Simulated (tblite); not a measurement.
# C6H12F2OSi: the cost of one run

The runs use tblite 0.8.0 and PySCF 2.14.0, with density-fitted response routines of our own; the level of theory stands in each step. All values are computed, except where a source is named. Atoms count from 0, in the outputs and in this text.

## (1) The starting structure

22 atoms, charge 0, multiplicity 1; geometry from: force field or distance geometry start.

Bonds of the start (Å): O0–C1 1.43, C1–C2 1.55, C2–C3 1.53, C3–C4 1.52, C4–F5 1.35, C3–Si6 1.94, Si6–C7 1.94, C7–C8 1.52, C8–F9 1.35, C7–C1 1.56, O0–H10 0.97, C1–H11 1.08, C2–H12 1.08, C2–H13 1.10, C3–H14 1.09, C4–H15 1.09, C4–H16 1.10, Si6–H17 1.48, Si6–H18 1.49, C7–H19 1.10, C8–H20 1.10, C8–H21 1.10.

## (2) Geometry optimisation with GFN2-xTB

The job: settings as JSON, then the geometry in Å.

```
{"job": {"kind": "relax", "xc": "GFN2-xTB", "basis": "xTB"}, "charge": 0, "multiplicity": 1}
O     -0.900600    -1.709300    -1.520200
C     -0.940600    -0.339700    -1.101900
C      0.501800     0.230000    -1.134000
C      1.330800    -0.412900    -0.018800
C      2.586900     0.371300     0.308500
F      3.342300    -0.330300     1.182000
Si     0.100000    -0.559700     1.471000
C     -1.474500    -0.293500     0.361100
C     -2.184100     1.011200     0.664600
F     -1.391400     2.063200     0.348200
H     -0.597400    -1.722700    -2.442100
H     -1.602000     0.189700    -1.778200
H      0.961800     0.031600    -2.094700
H      0.462900     1.322100    -1.013900
H      1.594700    -1.438000    -0.287500
H      3.188300     0.522800    -0.587800
H      2.376400     1.355300     0.745900
H      0.242400     0.552500     2.438800
H      0.108400    -1.908500     2.102500
H     -2.152300    -1.136200     0.559100
H     -3.107000     1.114500     0.073800
H     -2.457100     1.106000     1.722700
```

On the command line:

```sh
$ OMP_NUM_THREADS=1 python probes_run.py task.json out
```

This one command runs all jobs of the session in turn.

**Question.** How long does this first job take on 1 thread of Intel Xeon at 2.50GHz, shared host, and how much memory does it need?

About 3.5 s, with a peak of 0.18 GiB.
